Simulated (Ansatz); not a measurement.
# RPA@PBE/STO-3G run of CH2F (SMILES [CH2]F)

Aim: the electronic atomisation energy of CH2F at RPA@PBE/STO-3G, from 4 runs. 

The calculation is run with Ansatz 0.2.0.

47 further runs of the same task are left out: 47 set aside as unsound or not needed.

**1. The structure to begin with**

CH2F has 4 atoms, charge 0, and is taken as a doublet. SMILES: `[CH2]F`. The shape is that of a PBE0-D4/def2-TZVP optimisation.

Bond lengths: C1–F2 1.331 Å, C1–H3 1.082 Å, C1–H4 1.082 Å. Angles: F2–C1–H3 115.1°, F2–C1–H4 115.1°, H3–C1–H4 124.6°.

**2. A single-point energy at RPA@PBE/STO-3G**

Input file input.yaml:

```yaml
crystal:
  periodic: [false, false, false]
  atoms:
    - symbol: C
      position_ang: [-0.030100, -0.057600, -0.131100]
    - symbol: F
      position_ang: [0.950000, 0.694000, 0.364600]
    - symbol: H
      position_ang: [-0.946900, 0.472300, -0.352500]
    - symbol: H
      position_ang: [0.027000, -1.108700, 0.119000]
basis:
  gaussian: {orbitals: STO-3G}
magnetization: {spin_polarized: true, initial_magnetization: 1}
hamiltonian: {xc: {name: PBE}}
correlation: {method: rpa, frozen_orbitals: {C: 1, F: 1, H: 0}}
accuracy: high
```

On the command line:

```sh
ansatz run input.yaml --threads 1 --pin off --max-ram 2610MiB --events-out events.jsonl --progress --plain --runs-dir runs
```

The program printed:

```text
Warning: RAYON_NUM_THREADS=1 ignored (pool sized by the plan → 1); use --threads N
Functional definition: PBE
  name "PBE"
  parameter kappa = 0.804
  parameter beta = 0.06672455060314922
  exchange = pbe_x(kappa = kappa, mu = beta*pi^2/3)
  correlation = pbe_c(beta = beta)
186 factors; integrals over basis functions are off by at most 1.3e-8 eV
mean field evaluation 1: about -3727.0771 eV, gradient 8.1e0 eV
mean field evaluation 2: about -3727.0287 eV, gradient 8.1e0 eV
mean field evaluation 4: about -3727.4889 eV, gradient 8.5e-1 eV
mean field evaluation 8: about -3727.4939 eV, gradient 7.0e-3 eV
mean field evaluation 16: about -3727.4939 eV, gradient 1.3e-8 eV
mean field -3727.49386655 eV, -136.9828730095 hartree, gradient 1.3e-8 eV, S^2 0.751575; 0 other end points of the search recorded, 0 dependent functions left out
2 core orbitals not correlated: weight in the atoms' cores, before any rotation towards them, 1.000 or more for the frozen orbitals, at most 0.000 for the correlated occupied ones
reference -3714.78501542 eV, -136.5158313449 hartree; 7, 6 occupied and 3, 4 virtual orbitals, 186 factors
Total energy: -3718.65731197 eV, -136.6581356183 hartree
```

It took 0.84 s on 1 thread of Arm Neoverse V2, shared host; peak memory 0.11 GiB.

**3. The C atom at the same level**

Input file in.yaml:

```yaml
crystal:
  periodic: [false, false, false]
  atoms:
    - {symbol: C, position_ang: [0.000000, 0.000000, 0.000000]}
basis:
  gaussian: {orbitals: STO-3G}
accuracy: high
magnetization: {spin_polarized: true, initial_magnetization: 2}
correlation: {method: rpa, frozen_orbitals: {C: 1}}
hamiltonian: {xc: {name: PBE}}
```

Run the same way, it converges to -37.26175 Eh (log not shown).

**4. The F atom at the same level**

Input file molecule.yaml:

```yaml
crystal:
  periodic: [false, false, false]
  atoms:
    - {symbol: F, position_ang: [0.000000, 0.000000, 0.000000]}
basis:
  gaussian: {orbitals: STO-3G}
magnetization: {spin_polarized: true, initial_magnetization: 1}
hamiltonian: {xc: pbe}
correlation: {method: rpa, frozen_orbitals: {F: 1}}
accuracy: high
```

Run the same way, it converges to -98.01752 Eh (log not shown).

**5. The H atom at the same level**

Input file molecule.yaml:

```yaml
basis:
  gaussian: {orbitals: STO-3G}
crystal:
  periodic: [false, false, false]
  atoms:
    - symbol: H
      position_ang: [0.000000, 0.000000, 0.000000]
magnetization: {spin_polarized: true, initial_magnetization: 1}
hamiltonian: {xc: pbe}
correlation: {method: rpa, frozen_orbitals: {H: 0}}
accuracy: high
```

Run the same way, it converges to -0.46658 Eh (log not shown).

**6. What came out**

At RPA@PBE/STO-3G, 2 core orbitals frozen:

| quantity | value |
| --- | --- |
| molecule: total energy | -136.65814 Eh |
| molecule: RPA correlation energy (valence) | -142.3 mEh |
| molecule: ⟨S²⟩ of the reference determinant | 0.752 |
| C atom: total energy | -37.26175 Eh |
| C atom: RPA correlation energy (valence) | -63.4 mEh |
| C atom: ⟨S²⟩ of the reference determinant | 2.000 |
| F atom: total energy | -98.01752 Eh |
| F atom: RPA correlation energy (valence) | -31.0 mEh |
| F atom: ⟨S²⟩ of the reference determinant | 0.750 |
| H atom: total energy | -0.46658 Eh |
| H atom: RPA correlation energy | 0.0 mEh |
| H atom: ⟨S²⟩ of the reference determinant | 0.750 |
| electronic atomisation energy | 12.128 eV |

What this shows: Taking the molecule apart into free atoms costs 12.13 eV (1170 kJ/mol), before zero-point energy and without spin-orbit coupling. In a minimal basis such a difference can be off by several eV, whatever the method.
